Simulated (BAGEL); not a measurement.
**C2H4FGa (SMILES C=[CH][GaH][F]): levels of theory compared**

Aim: a comparison of 5 runs (HF/STO-3G, B3LYP/6-31G*, B3LYP/cc-pVDZ, PBE0/cc-pVDZ, RI-MP2/cc-pVDZ) of C2H4FGa. 

The results are computed with BAGEL 1.2.2.

4 further runs of the same task are left out: 2 that didn't finish, 2 set aside as unsound or not needed.

### Step 1. Starting point

The species is C2H4FGa (8 atoms), meant as a singlet with charge 0. SMILES: `C=[CH][GaH][F]`. The shape is that of a PBE0-D4/def2-TZVP optimisation. This is one conformer, not always the lowest.

Bond lengths: C1–C2 1.332 Å, C2–Ga3 1.936 Å, Ga3–F4 1.763 Å, C1–H5 1.088 Å, C1–H6 1.088 Å, C2–H7 1.087 Å, Ga3–H8 1.557 Å. Angles: C1–C2–Ga3 120.9°, C2–Ga3–F4 115.4°, C1–C2–H7 118.8°, Ga3–C2–H7 120.3°, C2–C1–H5 122.2°, C2–C1–H6 122.3°, C2–Ga3–H8 129.9°, F4–Ga3–H8 114.7°, H5–C1–H6 115.5°.

### Step 2. The energy at HF/STO-3G (density fitting with qzvpp-jkfit) (run 1)

Contents of input.json:

```json
{ "bagel" : [

{
  "title" : "molecule",
  "basis" : "sto-3g",
  "df_basis" : "qzvpp-jkfit",
  "angstrom" : "true",
  "geometry" : [
    { "atom" : "C", "xyz" : [      -0.837100,       1.175400,       0.060900 ] },
    { "atom" : "C", "xyz" : [       0.342600,       0.569500,      -0.065000 ] },
    { "atom" : "Ga", "xyz" : [       0.481700,      -1.360200,      -0.007600 ] },
    { "atom" : "F", "xyz" : [       2.110500,      -2.006100,      -0.199600 ] },
    { "atom" : "H", "xyz" : [      -1.762100,       0.620500,       0.200100 ] },
    { "atom" : "H", "xyz" : [      -0.941100,       2.257800,       0.031600 ] },
    { "atom" : "H", "xyz" : [       1.232300,       1.179600,      -0.202300 ] },
    { "atom" : "H", "xyz" : [      -0.626900,      -2.436700,       0.182000 ] }
  ]
},

{
  "title" : "hf"
},

{
  "title" : "print",
  "file" : "orbitals.molden",
  "orbitals" : "true"
}

]}
```

Started as:

```bash
BAGEL_NUM_THREADS=1 BAGEL input.json > input.out
```

Log:

```text
* using 1 threads per process

  ===============================================================
  ===============================================================

  *** Geometry ***

  { "atom" : "C", "xyz" : [     -1.581890,      2.221184,      0.115084 ] },
  { "atom" : "C", "xyz" : [      0.647420,      1.076199,     -0.122832 ] },
  { "atom" : "Ga", "xyz" : [      0.910281,     -2.570405,     -0.014362 ] },
[... 4 lines of this table left out ...]
  { "atom" : "H", "xyz" : [     -1.184669,     -4.604696,      0.343930 ] },

  Number of auxiliary basis functions:      565

  Since a DF basis is specified, we compute 2- and 3-index integrals:
    o Being stored without compression. Storage requirement is 0.006 GB

  Number of basis functions:       37
  Number of electrons      :       56

    * METHOD: MOLECULE                             0.27

  *** RHF ***

  === Nuclear Repulsion ===
   246.7544506009

      * DIIS with orbital gradients will be used.

  === RHF iteration (sto-3g) ===
      0      -2075.91713288          0.01120455           0.04
      1      -2075.99650080          0.00393893           0.04
      2      -2076.00467509          0.00103696           0.04
[... 17 lines of this table left out ...]
     20      -2076.00586281          0.00000001           0.04
    * SCF iteration converged.

    * Permanent dipole moment:
           (    0.376968,    -0.212409,    -0.041763) a.u.

    * METHOD: HF                                   0.97

    * METHOD: PRINT                                0.00

  ===============================================================
```

Wall time 1.4 s (1 thread of Arm Neoverse V1, shared host).

### Step 3. A single-point energy at B3LYP/6-31G(d) (density fitting with qzvpp-jkfit, spherical functions) (run 2)

Contents of job.json:

```json
{ "bagel": [

{
  "title": "molecule",
  "basis": "6-31gs.json",
  "df_basis": "qzvpp-jkfit",
  "angstrom": true,
  "geometry": [
    { "atom": "C", "xyz": [      -0.837100,       1.175400,       0.060900 ] },
    { "atom": "C", "xyz": [       0.342600,       0.569500,      -0.065000 ] },
    { "atom": "Ga", "xyz": [       0.481700,      -1.360200,      -0.007600 ] },
    { "atom": "F", "xyz": [       2.110500,      -2.006100,      -0.199600 ] },
    { "atom": "H", "xyz": [      -1.762100,       0.620500,       0.200100 ] },
    { "atom": "H", "xyz": [      -0.941100,       2.257800,       0.031600 ] },
    { "atom": "H", "xyz": [       1.232300,       1.179600,      -0.202300 ] },
    { "atom": "H", "xyz": [      -0.626900,      -2.436700,       0.182000 ] }
  ]
},

{
  "title": "ks",
  "xc_func": "b3lyp"
},

{
  "title": "print",
  "file": "orbitals.molden",
  "orbitals": true
}

]}
```

The basis set 6-31G* is read from a file made from the Basis Set Exchange's data (not shown).

Started as:

```bash
BAGEL_NUM_THREADS=1 BAGEL job.json > job.out
```

Log:

```text
* using 1 threads per process

  ===============================================================
  ===============================================================

  *** Geometry ***

  { "atom" : "C", "xyz" : [     -1.581890,      2.221184,      0.115084 ] },
  { "atom" : "C", "xyz" : [      0.647420,      1.076199,     -0.122832 ] },
  { "atom" : "Ga", "xyz" : [      0.910281,     -2.570405,     -0.014362 ] },
[... 4 lines of this table left out ...]
  { "atom" : "H", "xyz" : [     -1.184669,     -4.604696,      0.343930 ] },

  Number of auxiliary basis functions:      565

  Since a DF basis is specified, we compute 2- and 3-index integrals:
    o Being stored without compression. Storage requirement is 0.030 GB

  Number of basis functions:       82
  Number of electrons      :       56

    * METHOD: MOLECULE                             0.37

  *** Kohn-Sham DFT ***

    * Removing 13781 points whose weight is below 1.00e-10
    * Grid points: 105467

  === Nuclear Repulsion ===
   246.7544506009

       - DIIS with orbital gradients will be used.

  === KS iteration (b3lyp / 6-31gs.json) ===
      0      -2016.04501256          0.10043025           0.44
      1      -1707.14942597          0.23099063           0.43
      2      -1934.09048831          0.11991647           0.43
[... 23 lines of this table left out ...]
     26      -2103.08620873          0.00000001           0.44
    * SCF iteration converged.

    * Permanent dipole moment:
           (    0.846201,    -0.705948,    -0.084757) a.u.

    * METHOD: KS                                  12.20

    * METHOD: PRINT                                0.02

  ===============================================================
```

Wall time 13 s (1 thread of Arm Neoverse V1, shared host); peak memory 0.45 GiB.

Run 3 isn't shown in full; the table further down has it.

### Step 4. The energy at PBE0/cc-pVDZ (density fitting with qzvpp-jkfit) (run 4)

Contents of calc.json:

```json
{ "bagel": [

{
  "title": "molecule",
  "basis": "cc-pvdz.json",
  "df_basis": "qzvpp-jkfit",
  "angstrom": true,
  "geometry": [
    { "atom": "C", "xyz": [      -0.837100,       1.175400,       0.060900 ] },
    { "atom": "C", "xyz": [       0.342600,       0.569500,      -0.065000 ] },
    { "atom": "Ga", "xyz": [       0.481700,      -1.360200,      -0.007600 ] },
    { "atom": "F", "xyz": [       2.110500,      -2.006100,      -0.199600 ] },
    { "atom": "H", "xyz": [      -1.762100,       0.620500,       0.200100 ] },
    { "atom": "H", "xyz": [      -0.941100,       2.257800,       0.031600 ] },
    { "atom": "H", "xyz": [       1.232300,       1.179600,      -0.202300 ] },
    { "atom": "H", "xyz": [      -0.626900,      -2.436700,       0.182000 ] }
  ]
},

{
  "title": "ks",
  "xc_func": "pbe0"
},

{
  "title": "print",
  "file": "orbitals.molden",
  "orbitals": true
}

]}
```

The basis set cc-pVDZ is read from a file made from the Basis Set Exchange's data (not shown).

Started as:

```bash
BAGEL_NUM_THREADS=1 BAGEL calc.json > calc.out
```

Log:

```text
* using 1 threads per process

  ===============================================================
  ===============================================================

  *** Geometry ***

  { "atom" : "C", "xyz" : [     -1.581890,      2.221184,      0.115084 ] },
  { "atom" : "C", "xyz" : [      0.647420,      1.076199,     -0.122832 ] },
  { "atom" : "Ga", "xyz" : [      0.910281,     -2.570405,     -0.014362 ] },
[... 4 lines of this table left out ...]
  { "atom" : "H", "xyz" : [     -1.184669,     -4.604696,      0.343930 ] },

  Number of auxiliary basis functions:      565

  Since a DF basis is specified, we compute 2- and 3-index integrals:
    o Being stored without compression. Storage requirement is 0.036 GB

  Number of basis functions:       89
  Number of electrons      :       56

    * METHOD: MOLECULE                             0.37

  *** Kohn-Sham DFT ***

    * Removing 13781 points whose weight is below 1.00e-10
    * Grid points: 105467

  === Nuclear Repulsion ===
   246.7544506009

       - DIIS with orbital gradients will be used.

  === KS iteration (pbe0 / cc-pvdz.json) ===
      0      -2068.85401103          0.10683677           0.46
      1      -1920.34846326          0.22789615           0.44
      2      -1998.35674582          0.15127871           0.44
[... 16 lines of this table left out ...]
     19      -2102.84806052          0.00000001           0.45
    * SCF iteration converged.

    * Permanent dipole moment:
           (    0.874425,    -0.681928,    -0.089579) a.u.

    * METHOD: KS                                   9.35

    * METHOD: PRINT                                0.02

  ===============================================================
```

Run time: 9.9 s. Hardware: 1 thread of Arm Neoverse V1, shared host; peak memory 0.47 GiB.

### Step 5. A single-point energy at RI-MP2/cc-pVDZ (density fitting with qzvpp-jkfit) (run 5)

Contents of input.json:

```json
{ "bagel": [

{
  "title": "molecule",
  "basis": "cc-pvdz.json",
  "df_basis": "qzvpp-jkfit",
  "angstrom": "true",
  "geometry": [
    { "atom": "C", "xyz": [   -0.837100,    1.175400,    0.060900 ] },
    { "atom": "C", "xyz": [    0.342600,    0.569500,   -0.065000 ] },
    { "atom": "Ga", "xyz": [    0.481700,   -1.360200,   -0.007600 ] },
    { "atom": "F", "xyz": [    2.110500,   -2.006100,   -0.199600 ] },
    { "atom": "H", "xyz": [   -1.762100,    0.620500,    0.200100 ] },
    { "atom": "H", "xyz": [   -0.941100,    2.257800,    0.031600 ] },
    { "atom": "H", "xyz": [    1.232300,    1.179600,   -0.202300 ] },
    { "atom": "H", "xyz": [   -0.626900,   -2.436700,    0.182000 ] }
  ]
},
{ "title": "hf" },
{ "title": "mp2", "ncore": 12 }

]}
```

The basis set cc-pVDZ is read from a file made from the Basis Set Exchange's data (not shown).

Started as:

```bash
BAGEL_NUM_THREADS=1 BAGEL input.json > input.out
```

Log:

```text
* using 1 threads per process

  ===============================================================
  ===============================================================

  *** Geometry ***

  { "atom" : "C", "xyz" : [     -1.581890,      2.221184,      0.115084 ] },
  { "atom" : "C", "xyz" : [      0.647420,      1.076199,     -0.122832 ] },
  { "atom" : "Ga", "xyz" : [      0.910281,     -2.570405,     -0.014362 ] },
[... 4 lines of this table left out ...]
  { "atom" : "H", "xyz" : [     -1.184669,     -4.604696,      0.343930 ] },

[... 23 lines left out ...]
    * SCF iteration converged.
[... 1 line left out ...]
    * Permanent dipole moment:
[... 2 lines left out ...]
    * METHOD: HF                                   1.97

  *** RHF ***

  === Nuclear Repulsion ===
   246.7544506009

      * DIIS with orbital gradients will be used.

  === RHF iteration (cc-pvdz.json) ===
      0      -2100.74182291          0.00000000           0.11
    * SCF iteration converged.

    * Permanent dipole moment:
           (    1.022170,    -0.735198,    -0.107202) a.u.

  === DF-MP2 calculation ===

    * freezing 12 orbitals
    * 3-index integral transformation done
    * assembly done

      MP2 correlation energy:   -0.5367327987      0.07

      MP2 total energy:       -2101.2785557057

    * METHOD: MP2                                  0.30

  ===============================================================
```

Run time: 2.8 s. Hardware: 1 thread of Arm Neoverse V1, shared host; peak memory 0.15 GiB.

### Step 6. The series

```tsv
run	level	frozen core orbitals	energy (Eh)	dipole moment (D)	HOMO energy (eV)	LUMO energy (eV)	wall time
1	HF/STO-3G (density fitting with qzvpp-jkfit)	–	-2076.005863	1.10	-7.35	4.79	1.4 s
2	B3LYP/6-31G* (density fitting with qzvpp-jkfit, spherical functions)	–	-2103.086209	2.81	-8.00	-1.68	13 s
3	B3LYP/cc-pVDZ (density fitting with qzvpp-jkfit)	–	-2103.346545	2.78	-8.09	-1.76	11 s
4	PBE0/cc-pVDZ (density fitting with qzvpp-jkfit)	–	-2102.848061	2.83	-8.33	-1.54	9.9 s
5	RI-MP2/cc-pVDZ (density fitting with qzvpp-jkfit)	12	-2101.278556	–	–	–	2.8 s
```

### Step 7. Outcome

| quantity | value |
| --- | --- |
| run 5: total energy | -2101.27856 Eh |
| run 5: correlation energy (12 core orbitals frozen) | -536.7 mEh |

Over runs 1, 2, 3, 4 the dipole moment (its size) runs from 1.10 D (HF/STO-3G) to 2.83 D (PBE0/cc-pVDZ). The two ends differ in method and basis. Over runs 1, 2, 3, 4 the HOMO–LUMO gap runs from 6.31 eV (B3LYP/6-31G*) to 12.15 eV (HF/STO-3G). Totals of different functionals can't be ranked against each other. In run 1 the basis is minimal, so the values are rough. All runs together took 38 s, the longest 13 s.
